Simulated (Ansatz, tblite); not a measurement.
TePb: GFN1-xTB, run from Python

These are simulated results from tblite 0.8.0, not measurements. The cell began as a measured structure and was relaxed with r2SCAN in plane waves (Ansatz 0.2.0). All runs are without spin polarisation.

It is cubic, Fm-3m (No. 225); a = 6.536 Å in the conventional setting, 34.90 Å³ an atom. Around Te lie 6 Pb at 3.27 Å; around Pb lie 6 Te at 3.27 Å.

tblite solves periodic systems at the zone centre alone, so the script builds a cluster of 2×2×2 conventional cells (64 atoms), which folds in a coarse mesh of k points.

Input script:

```python
import json
from ase import Atoms
from ase.build import make_supercell
from ase.units import Bohr, GPa, Hartree
from tblite.interface import Calculator

atoms = Atoms(['Te', 'Pb'],
              cell=[[-0.0, 3.267856, 3.267856], [3.267856, -0.0, 3.267856], [3.267856, 3.267856, 0.0]],
              scaled_positions=[[0.5, 0.5, 0.5], [-0.0, 0.0, 0.0]],
              pbc=True)
cluster = make_supercell(atoms, [[-2, 2, 2], [2, -2, 2], [2, 2, -2]])
calc = Calculator('GFN1-xTB', cluster.numbers, cluster.positions / Bohr, lattice=cluster.cell[:] / Bohr, periodic=cluster.pbc)
calc.set('temperature', 0.02 / Hartree)
calc.set('max-iter', 150)
res = calc.singlepoint()
levels = res.get('orbital-energies') * Hartree
nv = round(res.get('orbital-occupations').sum() / 2)
cells = len(cluster) // len(atoms)
out = {'energy_per_cell': res.get('energy') * Hartree / cells, 'homo': levels[nv - 1], 'lumo': levels[nv],
       'stress': (-res.get('virial') * Hartree / cluster.get_volume() / GPa).tolist(), 'charges': res.get('charges')[:len(atoms)].tolist(), 'electrons': 2 * nv / cells}
json.dump(out, open('results.json', 'w'))
for key, value in out.items():
    print(key, value)
```

Command: `python run.py`. It took 2.7 s on 1 thread of Arm Neoverse N1, with other jobs on the host, peak memory 0.12 GiB.

Output:

```
------------------------------------------------------------
  cycle        total energy    energy error   density error
------------------------------------------------------------
      1     -170.2932692137  -1.6975290E+02   7.8865576E-01
      2     -173.6167953165  -3.3235261E+00   4.7875520E-01
      3     -175.5507852896  -1.9339900E+00   2.2656979E-01
      4     -175.9272655107  -3.7648022E-01   1.0956903E-01
      5     -175.9864785204  -5.9213010E-02   7.4271409E-02
      6     -176.0375049366  -5.1026416E-02   2.7570988E-03
      7     -176.0375570765  -5.2139965E-05   9.9786035E-04
      8     -176.0375623243  -5.2477563E-06   6.8040160E-04
      9     -176.0375671171  -4.7928269E-06   1.4774546E-05
     10     -176.0375671173  -1.9809931E-10   1.7893666E-06
------------------------------------------------------------

 total:                                   1.724 sec
energy_per_cell -149.69456855062774
homo -8.904841970740629
lumo -8.434618772288129
stress [[-8.027211396298341, 4.549776097387913e-16, -9.91223580225228e-16], [4.583035896308618e-16, -8.027211396298338, -1.6464440388045719e-15], [-9.857996239480242e-16, -1.6731203109295213e-15, -8.027211396298316]]
charges [-0.41052249495470594, 0.4105289687152054]
electrons 10.0
```

The cycle table is in hartree for the whole cluster, and the lines after it are in eV (the energy for one cell). The printed stress is in GPa and positive in compression, and the pressure is its mean diagonal.

GFN1-xTB gives a gap of 0.47 eV. On the same cell, plane-wave PBE (Ansatz, 8×8×8 k points and the special points) gives a gap of 0.80 eV and r2SCAN a gap of 1.09 eV; on shared hosts these took about 5.8 and 14 core-seconds on the 2-atom cell, against 2.7 for the script. Spin-orbit coupling, left out in all these runs, can cut or reorder the gap by tenths of an eV, up to about 1 eV with Pb or Bi. xTB was fitted to molecules, so gaps, charges and pressures of solids can be far off, and the gap also depends on the size of the cluster.

The same script was run on cells scaled at fixed shape and fractional coordinates:

| volume (Å³/atom) | energy (meV/atom) | pressure (GPa, positive in compression) | gap (eV) |
| --- | --- | --- | --- |
| 30.71 | -103.8 | 0.56 | 0.05 |
| 32.80 | -81.4 | -4.13 | 0.26 |
| 34.90 | 0.0 | -8.03 | 0.47 |
| 36.99 | 118.3 | -9.55 | 0.61 |
| 39.08 | 258.8 | -12.02 | 0.70 |

A Birch-Murnaghan fit puts the minimum at 31.12 Å³/atom, 10.8 % below the given cell, with a bulk modulus of 95.1 GPa at fixed shape.

xTB was fitted mostly to molecules, and a small cluster samples few k points, so gaps, pressures and kinks along a curve can be far from a solid's.

Spin-orbit coupling is left out; in compounds of Pb, Bi, Tl or Hg it can lower a gap by up to about 1 eV, split its edges or invert the bands.
